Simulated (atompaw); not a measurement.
# Pseudopotential generation for erbium: PAW (atompaw), PBEsol

Aim: build the potential from the settings below, then test how well it stands in for the atom: scattering, ghost states and the plane-wave cutoff that it needs.

The numbers are computed with atompaw 4.2.0.5 (PBEsol, scalar-relativistic, spin-unpolarised reference atom).

### 1 Settings

Typed settings, in words:

```
element                 : erbium (Er, Z = 68)
type                    : PAW
frozen core             : [Kr] 4d10
valence charge          : 22
reference configuration : 4f12 5s2 5p6 5d0 6s2 6p0
partial waves           : 5s (bound): rc 2.10 bohr; 6s (bound): rc 2.45 bohr; 5p (bound): rc 1.70 bohr; 6p (bound, empty): rc 2.45 bohr; 5d (bound, empty): rc 2.45 bohr; 5d channel at 2.7 Ry: rc 2.45 bohr; 4f (bound): rc 0.65 bohr; 4f channel at 0.75 Ry: rc 0.65 bohr
local potential         : troulliermartins scheme with l = 4 at 0 Ry, radius 2.10 bohr
core correction         : smooth core density matched at 1.70 bohr
augmentation charge     : besselshape compensation charge, radius 2.05 bohr; PAW radius 2.45 bohr; waves and projectors: custom rrkj gramschmidtortho
```

The nodes and maxima of the atom's own shells, from an earlier all-electron run, set the scale for the radii.

All-electron outer shells of the reference configuration (PBEsol, scalar-relativistic, ld1.x):

```csv
shell,level (eV),outermost node (bohr),outermost maximum (bohr)
4p,-314.23,0.27,0.49
4d,-165.22,0.25,0.51
5s,-51.90,0.60,1.11
5p,-26.42,0.65,1.28
6s,-3.85,1.52,3.38
4f,-3.18,–,0.51
6p,-1.11,1.87,4.68
5d,-0.93,0.73,2.10
```

### 2 Generation

Er.input reads:

```
Er 68
GGA-PBESOL scalarrelativistic loggrid 2001 logderivrange -6 5 276
6 6 5 4 0 0
6 1 0
5 2 0
4 3 12
0 0 0
c
c
c
c
v
v
c
c
c
v
v
c
c
v
v
3
2.45 2.05 2.10 1.70
n
n
y
2.7
n
y
0.75
n
custom rrkj gramschmidtortho besselshape
4 0 troulliermartins
2.10
2.45
1.70
2.45
2.45
2.45
0.65
0.65
PWSCFOUT
UPFDX 0.0125d0 UPFXMIN -7.d0 UPFZMESH 68.d0
END
```

Command:

```
atompaw < Er.input > Er.log
```

Before running it: what results should come out? Wanted: cutoffs for 10 and 1 mRy, occupied levels; bound ghosts; largest phase difference near zero energy, channels read; lowest eigenvalue of the overlap; share of valence orbitals outside the PAW sphere; UPF file.

The runs gave:

| quantity | value |
| --- | --- |
| cutoffs for 10 and 1 mRy, occupied levels | over 300 Ry and over 300 Ry |
| bound ghosts | none found |
| largest phase difference near zero energy, channels read | 0.019 rad |
| lowest eigenvalue of the overlap (Bessel basis) | 0.058 (s) |
| share of valence orbitals outside the PAW sphere | 5s 1 %, 6s 89 %, 5p 6 %, 6p 97 %, 5d 67 %, 4f 2 % |
| UPF file | written |

In words: The potential is very hard: the looser tolerance needs over 300 Ry. The slowest occupied level is 4f: taken alone it needs over 300 Ry to come within 1 mRy, against 25 Ry for 5p. The Bessel-basis test finds no level below the valence levels. Near zero energy the phases of the channels with partial waves agree within 0.019 rad. These are tests on the free atom; a crystal test is still owed.
